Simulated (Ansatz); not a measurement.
# NiTe2: a single-point run

Aim: a sound single-point run of NiTe2. The structure is shown as the input types it. The cell is built on a prototype (CdCl2 type) and needn't be the phase found in nature.

Method: density functional or hybrid calculation with the settings of its input, plane waves (as first typed), in Ansatz 0.2.0.

3 further runs of the same task are left out: 3 that didn't finish.

**1. The structure to begin with**

The structure is trigonal, space group R-3m (No. 166). Conventional cell: a = 3.762 Å, b = 3.762 Å, c = 17.390 Å, α = 90.00°, β = 90.00°, γ = 120.00°. Ni (site symmetry -3m) is surrounded by 6 Te at 2.56 Å. Te (site symmetry 3m) is surrounded by 3 Ni at 2.56 Å.

Coordinates:

```
Ni Te
1.0
     1.88121    1.08612    5.79651
    -1.88121    1.08612    5.79651
     0.00000   -2.17223    5.79651
Ni Te
1 2
Direct
  0.00000 0.00000 0.00000
  0.25564 0.25564 0.25564
  0.74436 0.74436 0.74436
```

**2. The calculation**

File input.yaml:

```yaml
crystal:
  lattice:
    - [1.8812090434, 1.0861165476, 5.7965095931]
    - [-1.8812090434, 1.0861165476, 5.7965095931]
    - [0.0, -2.1722330952, 5.7965095931]
  atoms:
    - { symbol: Ni, position: [0.0, 0.0, 0.0] }
    - { symbol: Te, position: [0.2556360969, 0.2556360969, 0.2556360969] }
    - { symbol: Te, position: [0.7443639031, 0.7443639031, 0.7443639031] }
kpoints:
  mp_grid: { grid: [6, 6, 6] }
hamiltonian:
  xc: r2scan
scf:
  occupations: { method: gaussian, width: 1.5 }
  n_extra_bands: 4
output:
  forces: true
  stress: true
  eigenvalues: true
```

Command:

```bash
$ ansatz run input.yaml --threads 4 --pin off --max-ram 3686MiB --backend cpu --events-out ev --progress --plain --runs-dir out
```

Q: Will this input give a usable result? If not, why, and what should change?

This run ends as converged. That alone doesn't make the input a sound one.

The suspect setting: scf.occupations.method is gaussian; scf.occupations.width is 1.5. The width is far wider than usual, so occupations near the Fermi level are blurred and the entropy term grows.

To check: set scf.occupations.method to fermi_dirac and scf.occupations.width to 0.02.
